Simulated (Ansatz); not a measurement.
Geometry optimisation, DFT PBEsol, scalar-relativistic, plane waves, PAW in Ansatz 0.2.0.

The input (input.yaml):

```yaml
crystal:
  lattice:
    - [8.1, 0.0, 0.0]
    - [0.0, 8.1, 0.0]
    - [0.0, 0.0, 8.1]
  atoms:
    - { symbol: Al, position: [0.5, 0.0, 0.0] }
    - { symbol: Al, position: [0.75, 0.25, 0.0] }
    - { symbol: Al, position: [0.75, 0.0, 0.25] }
    - { symbol: Al, position: [0.0, 0.0, 0.0] }
    - { symbol: Al, position: [0.25, 0.25, 0.0] }
    - { symbol: Al, position: [0.5, 0.5, 0.0] }
    - { symbol: Al, position: [0.75, 0.75, 0.0] }
    - { symbol: Al, position: [0.25, 0.0, 0.25] }
    - { symbol: Al, position: [0.5, 0.25, 0.25] }
    - { symbol: Al, position: [0.75, 0.5, 0.25] }
    - { symbol: Al, position: [0.5, 0.0, 0.5] }
    - { symbol: Al, position: [0.75, 0.25, 0.5] }
    - { symbol: Al, position: [0.75, 0.0, 0.75] }
    - { symbol: Al, position: [0.0, 0.5, 0.0] }
    - { symbol: Al, position: [0.25, 0.75, 0.0] }
    - { symbol: Al, position: [0.0, 0.25, 0.25] }
    - { symbol: Al, position: [0.25, 0.5, 0.25] }
    - { symbol: Al, position: [0.5, 0.75, 0.25] }
    - { symbol: Al, position: [0.0, 0.0, 0.5] }
    - { symbol: Al, position: [0.25, 0.25, 0.5] }
    - { symbol: Al, position: [0.5, 0.5, 0.5] }
    - { symbol: Al, position: [0.75, 0.75, 0.5] }
    - { symbol: Al, position: [0.25, 0.0, 0.75] }
    - { symbol: Al, position: [0.5, 0.25, 0.75] }
    - { symbol: Al, position: [0.75, 0.5, 0.75] }
    - { symbol: Al, position: [0.0, 0.75, 0.25] }
    - { symbol: Al, position: [0.0, 0.5, 0.5] }
    - { symbol: Al, position: [0.25, 0.75, 0.5] }
    - { symbol: Al, position: [0.0, 0.25, 0.75] }
    - { symbol: Al, position: [0.25, 0.5, 0.75] }
    - { symbol: Al, position: [0.5, 0.75, 0.75] }
    - { symbol: Al, position: [0.0, 0.75, 0.75] }
    - { symbol: H, position: [0.3750297, 0.8750971, 0.88133255] }
basis:
  ecutwfc: 420.0
kpoints:
  mp_grid: { grid: [3, 3, 3] }
hamiltonian:
  xc: pbesol
scf:
  occupations: { method: gaussian, width: 0.15 }
  lower_state_search: "off"
relax:
  f_tol: 0.03
  max_steps: 60
  adjacent_minimum: "off"
output:
  write_density: true
  write_potential: true
  elf: true
  volumetric_format: npy
```

Launched with:

```bash
$ ansatz run input.yaml --threads 4 --pin off --max-ram 10240MiB --backend cpu --events-out ev --progress --plain --runs-dir out
```

Task: Where does it end, and by what steps?

Result: The forces met the threshold. Limits of this set-up: coarse k mesh, odd electron count without spin, a small cell, in which the defect meets its images. After 3 steps the energy has fallen by 0.314 eV; Al1 moved furthest, 0.13 Å.

```
step  energy less start (eV)  largest force component (eV/Å)  accepted
   0                  0.0000                           0.812       yes
   1                 -0.2953                           0.178       yes
   2                 -0.3130                           0.066       yes
   3                 -0.3139                           0.002       yes
```

```xyz
33
Lattice="8.1000 0.0000 0.0000 0.0000 8.1000 0.0000 0.0000 0.0000 8.1000" Properties=species:S:1:pos:R:3
Al 4.125 0.075 0.076
Al 6.094 2.044 0.007
Al 6.094 0.005 2.045
Al 0.007 -0.004 -0.003
Al 2.029 2.018 -0.003
Al 4.046 4.057 -0.003
Al 6.068 6.079 -0.003
Al 2.029 -0.004 2.020
Al 4.055 2.044 2.045
Al 6.075 4.050 2.026
Al 4.046 -0.004 4.058
Al 6.075 2.025 4.052
Al 6.068 -0.004 6.081
Al -0.019 4.031 0.007
Al 1.950 6.001 0.076
Al 0.000 2.025 2.026
Al 2.020 4.031 2.045
Al 4.046 6.079 2.020
Al -0.019 0.005 4.033
Al 2.020 2.044 4.033
Al 4.055 4.032 4.033
Al 6.094 6.070 4.033
Al 1.952 0.073 6.003
Al 4.046 2.018 6.081
Al 6.094 4.032 6.071
Al -0.019 6.070 2.045
Al 0.000 4.050 4.052
Al 2.029 6.079 4.058
Al -0.019 2.044 6.071
Al 2.029 4.057 6.081
Al 4.123 6.002 6.003
Al 0.007 6.079 6.081
H 3.038 7.088 7.091
```

Whether the end is a true minimum wasn't checked by a vibrational analysis.

Time of the run: 19 s on 4 threads of AMD EPYC 9R45 96-Core Processor (Zen 5), on a shared host, peak memory 1.5 GiB.
